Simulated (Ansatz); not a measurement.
# Cu5SnO2: the cost of one run

Program: Ansatz 0.2.0. Level of theory: DFT PBE, scalar-relativistic, plane waves, PAW, unless a step names another level. These are calculated values, not measurements.

4 further runs of the same task are left out: 3 that didn't finish, 1 set aside as unsound or not needed.

## (1) Starting point

Symmetry: P-3m1, No. 164, trigonal system. The conventional cell has a = 3.119 Å, b = 3.119 Å, c = 13.387 Å, α = 90.00°, β = 90.00°, γ = 120.00°. Cu (site symmetry 3m) has 1 O at 2.16 Å and 3 Cu at 2.46 Å as nearest neighbours. Cu (site symmetry 3m) is surrounded by 6 Cu at 2.46 to 2.48 Å. Cu (site symmetry -3m) has 6 Cu at 2.48 Å as nearest neighbours. Around Sn (site symmetry -3m) lie 6 O at 2.14 Å. Around O (site symmetry 3m) lie 3 Sn at 2.14 Å and 1 Cu at 2.16 Å.

Structure file:

```xyz
8
Lattice="3.1188 0.0000 0.0000 -1.5594 2.7009 0.0000 0.0000 0.0000 13.3872" Properties=species:S:1:pos:R:3 pbc="T T T"
Cu    1.5594    0.9003   10.0795
Cu    0.0000    1.8006    3.3077
Cu    1.5594    0.9003    4.9895
Cu    0.0000    0.0000    6.6936
Cu    0.0000    1.8006    8.3977
Sn    0.0000    0.0000    0.0000
O     1.5594    0.9003   12.2353
O     0.0000    1.8006    1.1519
```

It came out lowest among 18 distinct ends of the trial cells. At a tolerance of 0.05 Å it has space group P-3m1 (No. 164).

## (2) Relaxing to 0.001 eV/Å, on the response runs' mesh and smearing

Input file input.yaml:

```yaml
crystal:
  lattice:
    - [3.1187593515, 0.0, 0.0]
    - [-1.5593796757, 2.7009248266, 0.0]
    - [0.0, 0.0, 13.387186395]
  atoms:
    - { symbol: Cu, position: [0.6666666667, 0.3333333333, 0.7529191236] }
    - { symbol: Cu, position: [0.3333333333, 0.6666666667, 0.2470808764] }
    - { symbol: Cu, position: [0.6666666667, 0.3333333333, 0.3727081113] }
    - { symbol: Cu, position: [0.0, 0.0, 0.5] }
    - { symbol: Cu, position: [0.3333333333, 0.6666666667, 0.6272918887] }
    - { symbol: Sn, position: [0.0, 0.0, 0.0] }
    - { symbol: O, position: [0.6666666667, 0.3333333333, 0.9139546021] }
    - { symbol: O, position: [0.3333333333, 0.6666666667, 0.0860453979] }
basis:
  ecutwfc: 420
kpoints:
  mp_grid: { grid: [12, 12, 4] }
hamiltonian:
  xc: pbe
scf:
  occupations: { method: gaussian, width: 0.1 }
output:
  forces: true
  stress: true
  eigenvalues: true
relax:
  adjacent_minimum: "off"
  f_tol: 0.001
  max_steps: 60
  cell: { stress_tol: 0.01 }
```

Launch:

```bash
ansatz run input.yaml --threads 3 --pin off --max-ram 7680MiB --backend cpu --events-out ev --progress --plain --runs-dir out
```

Q: Estimate wall time and peak memory on 3 threads of Intel Xeon Platinum 8488C (Sapphire Rapids), shared host.

About 76 s, with a peak of 0.84 GiB.
